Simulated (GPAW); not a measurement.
Crystal: MnPt2.

```
Pt Mn
1.0
     2.85840    0.00000    0.00000
    -1.42920    2.47545    0.00000
     0.00000    0.00000    6.53250
Pt Mn
2 1
Direct
  0.66667 0.33333 0.31621
  0.33333 0.66667 0.68379
  0.00000 0.00000 0.00000
```

The cell comes from a database or a generator and needn't be the stable form of this composition.

Base run:

- Program: GPAW 26.7.0
- Functional: PBEsol
- Potentials or basis: PAW data sets generated in the run's folder for this functional
- Cutoff: 600 eV
- Basis: pw
- k mesh: 11 × 11 × 4
- Occupations: fermi-dirac, width 0.05 eV
- Spin: collinear spin, ferromagnetic start
- Starting moments: [0.0, 0.0, 4.0] μB

Its results: pressure -8.9 GPa; net moment 4.46 μB per cell; site moments Pt +0.30; Mn +3.62 μB; largest force 0.084 eV/Å.

The run is repeated on the same cell with these changes: k mesh from 11 × 11 × 4 to 7 × 7 × 3. What comes out?

Pressure -8.8 GPa; net moment 4.31 μB per cell; site moments Pt +0.25; Mn +3.58 μB; largest force 0.174 eV/Å.

Caveats: some runs use coarse meshes.
